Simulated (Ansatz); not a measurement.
# FGeH2N: up Jacob's ladder to CCSD(T)

An exercise on one series of results from a longer session: the logs are not shown, and one member is left open.

Program: Ansatz 0.2.0, Gaussian basis. Level of theory: functionals in def2-TZVPP, the program's frozen cores in correlated methods. These are calculated values, not measurements.

Levels to be run: LDA (SPW92), PBE-D4, revPBE-D4, BLYP-D4, r2SCAN-D4, B97M-V, PBE0-D4, B3LYP-D4, r2SCANh-D4, r2SCAN0-D4, HSE06-D4, BHLYP-D4, CAM-B3LYP-D4, LC-ωPBE, ωB97X-V, ωB97M-V, B2PLYP, PBE-QIDH; CCSD(T)/def2-SVP; CCSD(T)/def2-TZVPP; CCSD(T)/def2-QZVPP; extrapolation to the limit; RPA on PBE.

### The relaxed structure

An earlier PBE0-D4 in a triple-zeta def2 set relaxation fixed the geometry.

SMILES `[NH2][Ge][F]`, 5 atoms, charge 0, spin multiplicity 1.

Atoms are counted from 1 here; the program's logs count them from 0.

Bond lengths: N1–Ge2 1.811 Å, N1–H4 1.008 Å, N1–H5 1.010 Å, Ge2–F3 1.768 Å. Angles: Ge2–N1–H4 124.0°, Ge2–N1–H5 122.7°, H4–N1–H5 113.3°, N1–Ge2–F3 94.5°.

As a file:

```xyz
5
FGeH2N
N    -0.4777    0.3476   -0.2047
Ge    0.4341   -0.3052    1.2172
F     1.5983   -1.2039    0.2355
H    -1.2801    0.9526   -0.1306
H    -0.2245    0.1353   -1.1587
```

The first run:

Contents of in.yaml:

```yaml
crystal:
  periodic: [false, false, false]
  atoms:
    - {symbol: N, position_ang: [-0.477732, 0.347608, -0.204749]}
    - {symbol: Ge, position_ang: [0.434068, -0.305198, 1.217231]}
    - {symbol: F, position_ang: [1.598294, -1.203910, 0.235496]}
    - {symbol: H, position_ang: [-1.280116, 0.952567, -0.130551]}
    - {symbol: H, position_ang: [-0.224515, 0.135333, -1.158727]}
basis:
  gaussian: {orbitals: def2-TZVPP}
hamiltonian: {xc: lda}
output: {orbitals: {seedname: orbitals}}
```

Command:

```sh
$ ansatz run in.yaml --threads 2 --pin off --events-out ev --progress --plain --max-ram 32768MiB --backend cpu
```

Among the steps run: LDA; PBE-D4 (GGA); revPBE-D4 (GGA); BLYP-D4 (GGA); r2SCAN-D4 (meta-GGA); B97M-V (meta-GGA); B3LYP-D4 (hybrid); r2SCANh-D4 (hybrid); r2SCAN0-D4 (hybrid); HSE06-D4 (hybrid); BHLYP-D4 (hybrid); CAM-B3LYP-D4 (range-separated); LC-ωPBE (range-separated); ωB97X-V (range-separated); ωB97M-V (range-separated); B2PLYP (double hybrid); PBE-QIDH (double hybrid).

One table of the session follows, with a row left open; its other results are not shown here.

It belongs to the step «Orbital energies across the functionals». 

```
  functional  HOMO (eV)  LUMO (eV)  gap (eV)
 LDA (SPW92)      -6.70      -2.47      4.23
      PBE-D4      -6.52      -2.24      4.28
   revPBE-D4          ?          ?         ?
     BLYP-D4      -6.44      -2.16      4.28
   r2SCAN-D4      -6.83      -2.18      4.64
      B97M-V      -6.79      -2.10      4.69
     PBE0-D4      -7.72      -1.49      6.23
    B3LYP-D4      -7.56      -1.72      5.84
  r2SCANh-D4      -7.27      -1.89      5.38
  r2SCAN0-D4      -7.93      -1.46      6.47
    HSE06-D4      -7.31      -1.86      5.45
    BHLYP-D4      -8.82      -0.67      8.15
CAM-B3LYP-D4      -9.09      -0.46      8.63
     LC-ωPBE     -10.34       0.68     11.01
     ωB97X-V     -10.01       0.59     10.61
     ωB97M-V      -9.94       0.49     10.43
```

Q: Estimate the row for revPBE-D4 from the others.

As computed: HOMO (eV): -6.45; LUMO (eV): -2.16; gap (eV): 4.30. In the column «HOMO (eV)» it lies between PBE-D4 (-6.52) and BLYP-D4 (-6.44).
